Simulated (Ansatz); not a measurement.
# C₂H₅BrN₂: basis-set convergence

The task here is to estimate one member of a computed series from the others.

Computed with Ansatz 0.2.0, Gaussian basis. Level: one geometry, several basis sets.

Plan: PBE0-D4/def2-SVP; ωB97M-V/def2-SVP; PBE0-D4/def2-QZVPP; ωB97M-V/def2-QZVPP; the functionals' def2-TZVPP values are taken from earlier runs.

## The geometry

An earlier PBE0-D4 in a triple-zeta def2 set relaxation fixed the geometry.

SMILES `CNC(=N)Br`, 10 atoms, charge 0, spin multiplicity 1.

Atoms are counted from 1 here; the program's logs count them from 0.

Bond lengths: C1–N2 1.443 Å, C1–H6 1.094 Å, C1–H7 1.091 Å, C1–H8 1.089 Å, N2–C3 1.345 Å, N2–H9 1.002 Å, C3–N4 1.254 Å, C3–Br5 1.950 Å, N4–H10 1.010 Å. Angles: N2–C1–H6 111.8°, N2–C1–H7 109.9°, N2–C1–H8 108.6°, H6–C1–H7 107.9°, H6–C1–H8 109.4°, H7–C1–H8 109.1°, C1–N2–C3 120.2°, C1–N2–H9 120.0°, C3–N2–H9 118.0°, N2–C3–N4 125.0°, N2–C3–Br5 110.7°, N4–C3–Br5 124.3°, C3–N4–H10 114.3°.

As a file:

```
C    -0.7597   -1.0964    0.3911
N    -0.2118    0.2201    0.6106
C     0.6037    0.7754   -0.3043
N     1.0249    0.2001   -1.3356
Br    1.0689    2.6004    0.2027
H    -1.4229   -1.1205   -0.4789
H     0.0463   -1.8110    0.2191
H    -1.3166   -1.3929    1.2792
H    -0.6097    0.8180    1.3096
H     1.6599    0.7558   -1.8907
```

Set-up of the first run:

in.yaml

```yaml
crystal:
  periodic: [false, false, false]
  atoms:
    - {symbol: C, position_ang: [-0.759696, -1.096427, 0.391053]}
    - {symbol: N, position_ang: [-0.211754, 0.220118, 0.610563]}
    - {symbol: C, position_ang: [0.603667, 0.775395, -0.304298]}
    - {symbol: N, position_ang: [1.024926, 0.200079, -1.335563]}
    - {symbol: Br, position_ang: [1.068859, 2.600363, 0.202674]}
    - {symbol: H, position_ang: [-1.422911, -1.120481, -0.478919]}
    - {symbol: H, position_ang: [0.046348, -1.810975, 0.219114]}
    - {symbol: H, position_ang: [-1.316568, -1.392888, 1.279188]}
    - {symbol: H, position_ang: [-0.609678, 0.817971, 1.309644]}
    - {symbol: H, position_ang: [1.659906, 0.755846, -1.890655]}
basis:
  gaussian: {orbitals: def2-SVP}
hamiltonian: {xc: pbe0, dispersion: d4}
output: {orbitals: {seedname: orbitals}}
```

Launch:

```bash
> ansatz run in.yaml --threads 4 --pin off --events-out ev --progress --plain --max-ram 10444MiB
```

Steps of the session up to this table: PBE0-D4 in def2-SVP; ωB97M-V in def2-SVP; PBE0-D4 in def2-QZVPP; ωB97M-V in def2-QZVPP.

One of the session's tables, all rows but one given; the rest of the session is left out.

It belongs to the step «Density functionals: the series». 

| functional | basis | HOMO (eV) | LUMO (eV) |
| --- | --- | --- | --- |
| PBE0-D4 | def2-SVP | -7.02 | 0.05 |
| PBE0-D4 | def2-TZVPP | -7.23 | -0.25 |
| PBE0-D4 | def2-QZVPP | -7.26 | -0.38 |
| ωB97M-V | def2-SVP | ? | ? |
| ωB97M-V | def2-TZVPP | -9.48 | 1.75 |
| ωB97M-V | def2-QZVPP | -9.51 | 1.40 |

Q: Estimate the row for ωB97M-V, def2-SVP from the others.

As computed: HOMO (eV): -9.25; LUMO (eV): 2.18. In the column «HOMO (eV)» it lies between ωB97M-V, def2-TZVPP (-9.48) and PBE0-D4, def2-QZVPP (-7.26).
